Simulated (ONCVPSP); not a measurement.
# Pseudopotential generation for lead: ONCV, LDA (Perdew-Wang 92)

Aim: build the potential from the settings below, then test how well it stands in for the atom: other configurations, scattering, ghost states and the plane-wave cutoff that it needs.

Method: ONCVPSP 4.0.1, LDA (Perdew-Wang 92), scalar-relativistic.

### Step 1. Starting point

The settings as typed:

- element: lead (Pb, Z = 82)
- type: optimised norm-conserving Vanderbilt (ONCV)
- frozen core: [Xe] 4f14
- valence charge: 14
- reference configuration: 5d10 6s2 6p1.5 (charge +0.5)
- partial waves: 6s: rc 1.90 bohr, ncon 4, nbas 7, qcut 3 1/bohr, 3 projectors, debl 1.3 Ha; 6p: rc 2.30 bohr, ncon 4, nbas 8, qcut 3 1/bohr, 2 projectors, debl 0.4 Ha; 5d: rc 2.05 bohr, ncon 4, nbas 9, qcut 8.2 1/bohr, 1 projector
- local potential: polynomial inside 1.80 bohr (lpopt 5, dvloc0 0 Ha)
- core correction: Teter function fitted to the true core (icmod 2), fcfact 0.7

The nodes and maxima of the atom's own shells, from an earlier all-electron run, set the scale for the radii.

All-electron outer shells of the reference configuration (LDA (PZ), scalar-relativistic, ld1.x):

| shell | level (eV) | outermost node (bohr) | outermost maximum (bohr) |
| --- | --- | --- | --- |
| 4f | -136.94 | – | 0.35 |
| 5p | -89.64 | 0.49 | 0.88 |
| 5d | -24.96 | 0.52 | 1.07 |
| 6s | -15.80 | 1.01 | 1.95 |
| 6p | -6.79 | 1.18 | 2.57 |

### Step 2. The generation run

Pb.dat

```
# ATOM AND REFERENCE CONFIGURATION
# atsym  z   nc   nv     iexc    psfile
  Pb 82.00   12    3  -001012      upf
#
#   n    l    f
    1    0    2.00
    2    0    2.00
    2    1    6.00
    3    0    2.00
    3    1    6.00
    3    2   10.00
    4    0    2.00
    4    1    6.00
    4    2   10.00
    4    3   14.00
    5    0    2.00
    5    1    6.00
    5    2   10.00
    6    0    2.00
    6    1    1.50
#
# PSEUDOPOTENTIAL AND OPTIMIZATION
# lmax
    2
#
#   l,   rc,      ep,       ncon, nbas, qcut
    0    1.90    0.00    4    7    3.00
    1    2.30    0.00    4    8    3.00
    2    2.05    0.00    4    9    8.20
#
# LOCAL POTENTIAL
# lloc, lpopt,  rc(5),   dvloc0
    4    5    1.80    0.00
#
# VANDERBILT-KLEINMAN-BYLANDER PROJECTORs
# l, nproj, debl
    0    3    1.30
    1    2    0.40
    2    1    2.40
#
# MODEL CORE CHARGE
# icmod, fcfact, rcfact
    2    0.70    1.20
#
# LOG DERIVATIVE ANALYSIS
# epsh1, epsh2, depsh
   -2.00    5.00    0.02
#
# OUTPUT GRID
# rlmax, drl
    6.00    0.01
#
# TEST CONFIGURATIONS
# ncnf
    4
# nvcnf
#   n    l    f
    3
    5    2   10.00
    6    0    2.00
    6    1    2.00
#
    3
    5    2   10.00
    6    0    2.00
    6    1    1.00
#
    3
    5    2   10.00
    6    0    2.00
    6    1    0.00
#
    3
    5    2   10.00
    6    0    1.00
    6    1    0.00
#
```

Started as:

```sh
oncvpsp.x < Pb.dat > Pb.out
```

**Question.** What will these runs give? Wanted: cutoffs for 1 and 0.1 mHa per electron, occupied waves; bound ghosts; GHOST(+) flags; largest test error; largest phase difference near zero energy, channels read; rms error of d²Exc/dn², without and with the model core.

**Answer**, as computed:

```
                                                quantity                                 value
  cutoffs for 1 and 0.1 mHa per electron, occupied waves                       22 Ha and 27 Ha
                                            bound ghosts                       s at -141.03 eV
                                          GHOST(+) flags  s at 103 eV, s at 479 eV, p at 45 eV
                            largest test error (AE − PS)             -20 meV, for 5d10 6s1 6p0
largest phase difference near zero energy, channels read                             0.013 rad
 rms error of d²Exc/dn², without and with the model core                     4.05 and 0.80 mHa
```

A bound ghost (s) makes it unfit for use: electrons can fall into a state that the atom doesn't have. Close by lies the frozen 5s level (-148.1 eV). The worst unpolarised test, 5d10 6s1 6p0, is off by 20 meV on 50.9 eV; by total energies transferability rates as good. Atomic tests can pass in spite of a ghost, since they solve only for the levels asked. By its cutoff, 22 Ha for the looser tolerance, it is of middling hardness. At the looser tolerance the 5d wave is the slowest; 6s needs 13 Ha. Near zero energy the phases of the channels with partial waves that could be evaluated agree within 0.013 rad. The program also flags highly localised states, GHOST(+) (s, p). All of this concerns the isolated atom, not yet a solid.
